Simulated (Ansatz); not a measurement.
# Re (bcc type): how the settings move a single-point run

Aim: see which settings change the result for Re (bcc type), by how much, and at what cost.

Program: Ansatz 0.2.0. Level of theory: reference: DFT, PBEsol, all-electron PAW with datasets made for the crystal, scalar-relativistic. These are calculated values, not measurements.

## 1. The structure to begin with

It takes space group Im-3m (No. 229, cubic). Conventional cell: a = 2.329 Å, b = 2.329 Å, c = 2.329 Å, α = 90.00°, β = 90.00°, γ = 90.00°. Re (site symmetry m-3m) has 8 Re at 2.02 Å in its first shell of neighbours.

Structure file:

```xyz
1
Lattice="-1.1644 1.1644 1.1644 1.1644 -1.1644 1.1644 1.1644 1.1644 -1.1644" Properties=species:S:1:pos:R:3 pbc="T T T"
Re    0.0000    0.0000    0.0000
```

## 2. Reference

input.yaml reads:

```yaml
crystal:
  lattice:
    - [-1.164355298, 1.164355298, 1.164355298]
    - [1.164355298, -1.164355298, 1.164355298]
    - [1.164355298, 1.164355298, -1.164355298]
  atoms:
    - { symbol: Re, position: [0.0, 0.0, 0.0] }
kpoints:
  mp_grid: { grid: [17, 17, 17] }
scf:
  occupations: { method: fermi_dirac, width: 0.1 }
hamiltonian:
  xc: pbesol
  pseudopotentials: { kind: all_electron, datasets: crystal }
output:
  forces: true
  stress: true
  eigenvalues: true
```

The run is started by

```sh
> ansatz run input.yaml --threads 1 --pin off --max-ram 2048MiB --backend cpu --events-out ev --progress --plain --runs-dir out
```

## 3. Changing settings: n_extra_bands 8, preconditioner kerker_dos, scf.algorithm density_mixing

Edit input.yaml of step 2 so:

```diff
@@ -11,2 +11,5 @@
   occupations: { method: fermi_dirac, width: 0.1 }
+  n_extra_bands: 8
+  mixing: { preconditioner: kerker_dos }
+  algorithm: density_mixing
 hamiltonian:
```

What does the calculation give? Wanted: for each run, ending; energy change; pressure; gap; force.

The runs gave:

```csv
run,ending,energy change,pressure (GPa),gap (eV),force (eV/Å),cycles,time
reference,converged,0,1859.4,0.00,0.00,8,19 s
"1: n_extra_bands 8, preconditioner kerker_dos, scf.algorithm density_mixing",converged,0.0 meV/atom,1859.4,0.00,0.00,8,21 s
```

Residual by cycle in the longest SCF loop of each run; runs are numbered as in the table. The quantity is the density residual dr2, in eV.

```csv
cycle,reference,run 1
1,0.0638,0.0639
2,0.0106,0.0196
3,0.00279,0.00299
4,2.6e-4,1.4e-4
5,2.7e-6,1.1e-5
6,5.7e-7,7.0e-8
7,4.3e-9,1.4e-8
8,7.0e-11,3.3e-10
```

Energy and cycle count are those of the reference, so the change (band count, mixing and solver) left the result and the number of cycles as they were. The structure is not at rest: the sound run finds 1859 GPa, so these are no properties of the relaxed crystal. 
